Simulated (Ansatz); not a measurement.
# C3H8ClFSi: the cost of one run

All numbers below are computed with Ansatz 0.2.0 (UKS BHLYP-D4/STO-3G).

## Step 1: The structure to begin with

Bond lengths: F1–C2 1.388 Å, C2–C3 1.500 Å, C3–C4 1.607 Å, C4–Si5 1.865 Å, Si5–Cl6 2.044 Å, C2–H7 1.081 Å, C2–H8 1.065 Å, C3–H9 1.050 Å, C3–H10 1.113 Å, C4–H11 1.126 Å, C4–H12 1.039 Å, Si5–H13 1.536 Å, Si5–H14 1.498 Å. Angles (14 of 24 angles, heavy atoms first): F1–C2–C3 107.8°, C2–C3–C4 116.3°, C3–C4–Si5 113.9°, C4–Si5–Cl6 110.1°, F1–C2–H7 110.6°, F1–C2–H8 108.7°, C3–C2–H7 110.7°, C3–C2–H8 108.3°, C2–C3–H9 112.4°, C2–C3–H10 108.3°, C4–C3–H9 107.5°, C4–C3–H10 102.7°, C3–C4–H11 105.6°, C3–C4–H12 110.4°.

As a file:

```xyz
14

F    -1.2332   -1.6764    1.1527
C    -1.3166   -1.1667   -0.1355
C     0.0812   -0.9345   -0.6291
C     1.0204   -0.0189    0.2992
Si    0.4724    1.7610    0.4060
Cl    0.5421    2.6281   -1.4440
H    -1.8834   -0.2463   -0.1452
H    -1.7756   -1.8949   -0.7623
H     0.1005   -0.5279   -1.5969
H     0.6171   -1.9102   -0.6313
H     0.9409   -0.4549    1.3345
H     2.0056   -0.0626   -0.0272
H    -0.9712    1.9456    0.8986
H     1.3868    2.5295    1.3093
```

## Step 2: Relaxing the start

input.yaml reads:

```yaml
crystal:
  periodic: [false, false, false]
  atoms:
    - { symbol: F, position_ang: [-1.2332, -1.6764, 1.1527] }
    - { symbol: C, position_ang: [-1.3166, -1.1667, -0.1355] }
    - { symbol: C, position_ang: [0.0812, -0.9345, -0.6291] }
    - { symbol: C, position_ang: [1.0204, -0.0189, 0.2992] }
    - { symbol: Si, position_ang: [0.4724, 1.761, 0.406] }
    - { symbol: Cl, position_ang: [0.5421, 2.6281, -1.444] }
    - { symbol: H, position_ang: [-1.8834, -0.2463, -0.1452] }
    - { symbol: H, position_ang: [-1.7756, -1.8949, -0.7623] }
    - { symbol: H, position_ang: [0.1005, -0.5279, -1.5969] }
    - { symbol: H, position_ang: [0.6171, -1.9102, -0.6313] }
    - { symbol: H, position_ang: [0.9409, -0.4549, 1.3345] }
    - { symbol: H, position_ang: [2.0056, -0.0626, -0.0272] }
    - { symbol: H, position_ang: [-0.9712, 1.9456, 0.8986] }
    - { symbol: H, position_ang: [1.3868, 2.5295, 1.3093] }
magnetization:
  spin_polarized: true
basis:
  gaussian: { orbitals: STO-3G }
hamiltonian:
  xc: { name: BHLYP }
  dispersion: d4
relax:
  f_tol: 0.02
  max_steps: 40
output:
  orbitals: {}
```

Run with:

```bash
$ ansatz run input.yaml --threads 1 --pin off --max-ram 2048MiB --backend cpu --events-out ev --progress --plain --runs-dir out
```

**Question.** How long does this run take on 1 thread of Arm Neoverse V1, shared host, and how much memory does it need?

About 97 s, with a peak of 0.19 GiB.
